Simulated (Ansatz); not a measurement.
# Al3CrN4: the cost of one run

Computed with Ansatz 0.2.0 (DFT r2SCAN, scalar-relativistic, plane waves, PAW, unless a step's input says otherwise).

1 further run of the same task is left out (set aside as unsound or not needed). Runs told in other sessions of the task aren't counted.

## 1. The structure to begin with

The structure is monoclinic, space group Pm (No. 6). The conventional cell has a = 5.038 Å, b = 3.125 Å, c = 5.410 Å, α = 90.00°, β = 90.03°, γ = 90.00°. Around Al (site symmetry m) lie 4 N at 1.88 to 1.90 Å. Around Al (site symmetry m) lie 4 N at 1.89 to 1.90 Å. Ga (site symmetry m) has 4 N at 1.93 to 1.96 Å in its first shell of neighbours. Around N (site symmetry m) lie 3 Al at 1.89 Å and 1 Ga at 1.96 Å. N (site symmetry m) has 4 Al at 1.90 Å in its first shell of neighbours. Around N (site symmetry m) lie 2 Al at 1.88 to 1.89 Å and 2 Ga at 1.93 Å. N (site symmetry m) is surrounded by 3 Al at 1.89 to 1.90 Å and 1 Ga at 1.94 Å.

Coordinates:

```cif
data_structure
_symmetry_space_group_name_H-M 'P 1'
_symmetry_Int_Tables_number 1
_cell_length_a 5.0381
_cell_length_b 3.1249
_cell_length_c 5.4104
_cell_angle_alpha 90.000
_cell_angle_beta 90.034
_cell_angle_gamma 90.000
_cell_volume 85.18
loop_
_atom_site_label
_atom_site_type_symbol
_atom_site_fract_x
_atom_site_fract_y
_atom_site_fract_z
_atom_site_occupancy
Al1 Al 0.50022 0.50000 0.16726 1
Al2 Al 0.00067 0.50000 0.83490 1
Al3 Al 0.00100 0.00000 0.33164 1
Ga1 Ga 0.49949 0.00000 0.66620 1
N1 N 0.11071 0.00000 0.66632 1
N2 N 0.12268 0.50000 0.16713 1
N3 N 0.62541 0.50000 0.84068 1
N4 N 0.62341 0.00000 0.32586 1
```

It goes back to an entry of the Materials Project, which need not be the stable form.

This cell was relaxed beforehand with the same method: volume 10.65 Å³/atom, gap on the mesh 4.15 eV.

## 2. Ga → Cr: the starting cell

The start of Al3CrN4: fractional positions of relaxed Al3GaN4, cell scaled by 1.014, a guess from tabulated radii. Atoms that may carry a moment start with parallel spins.

## 3. A first look at the start (Al3CrN4)

File input.yaml:

```yaml
crystal:
  lattice:
    - [5.108668935, 0.0, 6.18172e-05]
    - [0.0, 3.1687313459, 0.0]
    - [-0.0033368475, 0.0, 5.4861960246]
  atoms:
    - { symbol: Al, position: [0.5002216619, 0.5, 0.1672550744] }
    - { symbol: Al, position: [0.0006683707, 0.5, 0.8349019373] }
    - { symbol: Al, position: [0.0010043252, 0.0, 0.3316444639] }
    - { symbol: Cr, position: [0.4994946877, 0.0, 0.6662044643], spin: 3.0 }
    - { symbol: "N", position: [0.1107069788, 0.0, 0.6663170124] }
    - { symbol: "N", position: [0.1226755896, 0.5, 0.1671322917] }
    - { symbol: "N", position: [0.6254135998, 0.5, 0.8406810066] }
    - { symbol: "N", position: [0.6234137862, 0.0, 0.3258647496] }
basis:
  ecutwfc: 500
kpoints:
  mp_grid: { grid: [4, 6, 4] }
hamiltonian:
  xc: r2scan
scf:
  occupations: { method: gaussian, width: 0.1 }
  lower_state_search: "off"
output:
  forces: true
  stress: true
  eigenvalues: true
  populations: true
magnetization:
  spin_polarized: true
```

Run with:

```
$ ansatz run input.yaml --threads 2 --pin off --max-ram 5120MiB --backend cpu --events-out ev --progress --plain --runs-dir out
```

**Question.** How long does this run take on 2 threads of Arm Neoverse V2, shared host, and how much memory does it need?

About 59 s, with a peak of 0.61 GiB.
